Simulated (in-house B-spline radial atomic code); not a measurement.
# In¹⁷⁺: ionisation energy by several methods

Aim: the ionisation energy of In¹⁷⁺ by several methods, each as the difference of two self-consistent energies (In¹⁷⁺ and the next ion, [Ar] 3d10 4s2 4p1).

Program: in-house B-spline radial atomic code version 1. Level of theory: Dirac-Coulomb, several functionals; spherical all-electron atom at the radial basis limit. These are calculated values, not measurements, unless marked.

## Step 1: What is computed

- element: indium (Z = 49)
- charge: +17
- electrons: 32
- configuration: [Ar] 3d10 4s2 4p2
- nucleus: Fermi, rms radius 4.616 fm

Outer shells as boxes (Hund's rule):

[Ar] 3d10 4s2 4p2
```
[Ar] core
3d [↑↓][↑↓][↑↓][↑↓][↑↓]
4s [↑↓]
4p [↑ ][↑ ][  ]
```

The boxes only draw the filling; these runs are spin-restricted and spherical.

## Step 2: BP86, a GGA

Settings of the run:

```ini
Z = 49
electrons = 32.0
configuration = [Ar] 3d10 4s2 4p2
hamiltonian = dirac
method = b88,p86
spin_polarised = False
nucleus = fermi
rms_radius = 4.6156
mass_number = 115
atomic_mass = 114.903878772
speed_of_light = 137.035999084
```

## Step 3: BLYP, a GGA

The settings differ from step 2 so:

```diff
@@ -4,3 +4,3 @@
 hamiltonian = dirac
-method = b88,p86
+method = b88,lyp
 spin_polarised = False
```

## Step 4: OLYP, a GGA

The settings differ from step 3 so:

```diff
@@ -4,3 +4,3 @@
 hamiltonian = dirac
-method = b88,lyp
+method = optx,lyp
 spin_polarised = False
```

## Step 5: LDA (PW92)

The settings differ from step 4 so:

```diff
@@ -4,3 +4,3 @@
 hamiltonian = dirac
-method = optx,lyp
+method = lda,pw
 spin_polarised = False
```

The tabulated ionisation energy is 462 ± 3 eV (tabulated theoretical; NIST Atomic Spectra Database). What does each method give, and which comes nearest?

The runs gave:

| method | rung | total energy (hartree) | ΔSCF (eV) | with Breit, QED, recoil (eV) | −ε highest (eV) | corrected ΔSCF less tabulated (eV) |
| --- | --- | --- | --- | --- | --- | --- |
| LDA (PW92) | LDA | -5764.5058 | 458.62 | 458.35 | 440.84 (4p3/2) | -3.65 |
| BP86 | GGA | -5770.8663 | 458.25 | 457.98 | 440.59 (4p3/2) | -4.02 |
| BLYP | GGA | -5770.5391 | 458.11 | 457.84 | 440.37 (4p3/2) | -4.16 |
| OLYP | GGA | -5771.9072 | 458.19 | 457.93 | 440.74 (4p3/2) | -4.07 |

What this shows: The tabulated ionisation energy is 462 ± 3 eV (tabulated theoretical; NIST Atomic Spectra Database). LDA (PW92) comes nearest (-3.65 eV) and BLYP is farthest (-4.16 eV, 0.90 %). All methods miss on the same side by much the same amount, which points to something that they share. Open shells are averaged (over orientations, and over spins where the run is restricted), while tables refer to the lowest levels. For the semilocal functionals minus the highest level recovers only 96 % of their own ΔSCF value, a mark of self-interaction.
